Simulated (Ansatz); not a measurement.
# Cl2GeHO radical: a ladder of functionals and wavefunction methods

One table from this session's results is given with a row withheld; the runs are named, their logs left out.

Computed with Ansatz 0.2.0, Gaussian basis. Level: functionals in def2-TZVPP, the program's frozen cores in correlated methods.

Plan: LDA (SPW92), PBE-D4, revPBE-D4, BLYP-D4, r2SCAN-D4, B97M-V, PBE0-D4, B3LYP-D4, r2SCANh-D4, r2SCAN0-D4, HSE06-D4, BHLYP-D4, CAM-B3LYP-D4, LC-ωPBE, ωB97X-V, ωB97M-V, B2PLYP, PBE-QIDH; CCSD(T)/def2-SVP; CCSD(T)/def2-TZVPP; MP2/def2-QZVPP; extrapolation to the limit; RPA on PBE.

## Structure used throughout

The geometry comes from an earlier relaxation with PBE0-D4 in a triple-zeta def2 set; it is a stationary point.

SMILES `[OH][Ge]([Cl])[Cl]`, 5 atoms, charge 0, spin multiplicity 2.

Atoms are counted from 1 here; the program's logs count them from 0.

Bond lengths: O1–Ge2 1.769 Å, O1–H5 0.963 Å, Ge2–Cl3 2.167 Å, Ge2–Cl4 2.147 Å. Angles: Ge2–O1–H5 112.0°, O1–Ge2–Cl3 108.1°, O1–Ge2–Cl4 105.2°, Cl3–Ge2–Cl4 110.5°.

Coordinates:

```xyz
5
Cl2GeHO
O    -0.07224    1.28188   -0.19902
Ge   -0.43488   -0.33731    0.41329
Cl    1.43954   -1.39244    0.67518
Cl   -1.61448   -1.26927   -1.11982
H     0.73187    1.64344    0.18897
```

The first run:

The input, in.yaml:

```yaml
crystal:
  periodic: [false, false, false]
  atoms:
    - {symbol: O, position_ang: [-0.072243, 1.281876, -0.199022]}
    - {symbol: Ge, position_ang: [-0.434880, -0.337306, 0.413289]}
    - {symbol: Cl, position_ang: [1.439541, -1.392443, 0.675183]}
    - {symbol: Cl, position_ang: [-1.614484, -1.269266, -1.119823]}
    - {symbol: H, position_ang: [0.731866, 1.643438, 0.188973]}
basis:
  gaussian: {orbitals: def2-TZVPP}
magnetization: {spin_polarized: true, initial_magnetization: 1}
hamiltonian: {xc: lda}
output: {orbitals: {seedname: orbitals}}
```

On the command line:

```
$ ansatz run in.yaml --threads 4 --pin off --events-out ev --progress --plain --max-ram 10444MiB
```

Steps of the session up to this table: LDA; PBE-D4 (GGA); revPBE-D4 (GGA); BLYP-D4 (GGA); r2SCAN-D4 (meta-GGA); B97M-V (meta-GGA); PBE0-D4 (hybrid); B3LYP-D4 (hybrid); r2SCANh-D4 (hybrid); r2SCAN0-D4 (hybrid); HSE06-D4 (hybrid); BHLYP-D4 (hybrid); CAM-B3LYP-D4 (range-separated); LC-ωPBE (range-separated); ωB97X-V (range-separated); ωB97M-V (range-separated); B2PLYP (double hybrid); PBE-QIDH (double hybrid).

One of the session's tables, all rows but one given; the rest of the session is left out.

It belongs to the step «Orbital energies across the functionals». 

```
  functional  HOMO (eV)  LUMO (eV)  gap (eV)
 LDA (SPW92)      -6.11      -5.34      0.77
      PBE-D4      -6.01      -4.96      1.05
   revPBE-D4      -5.97      -4.82      1.15
     BLYP-D4      -5.84      -4.97      0.87
   r2SCAN-D4      -6.44      -4.67      1.77
      B97M-V      -6.30      -4.97      1.32
     PBE0-D4      -7.26      -4.09      3.17
    B3LYP-D4      -6.99      -4.48      2.51
  r2SCANh-D4      -6.89      -4.35      2.55
  r2SCAN0-D4      -7.57      -3.86      3.71
    HSE06-D4      -6.87      -4.46      2.40
    BHLYP-D4      -8.34      -3.28      5.06
CAM-B3LYP-D4          ?          ?         ?
     LC-ωPBE      -9.88      -1.82      8.06
     ωB97X-V      -9.41      -2.20      7.21
     ωB97M-V      -9.24      -2.26      6.98
```

Estimate the missing values for CAM-B3LYP-D4.

As computed: HOMO (eV): -8.51; LUMO (eV): -3.21; gap (eV): 5.30. In the column «HOMO (eV)» it lies between ωB97M-V (-9.24) and BHLYP-D4 (-8.34).
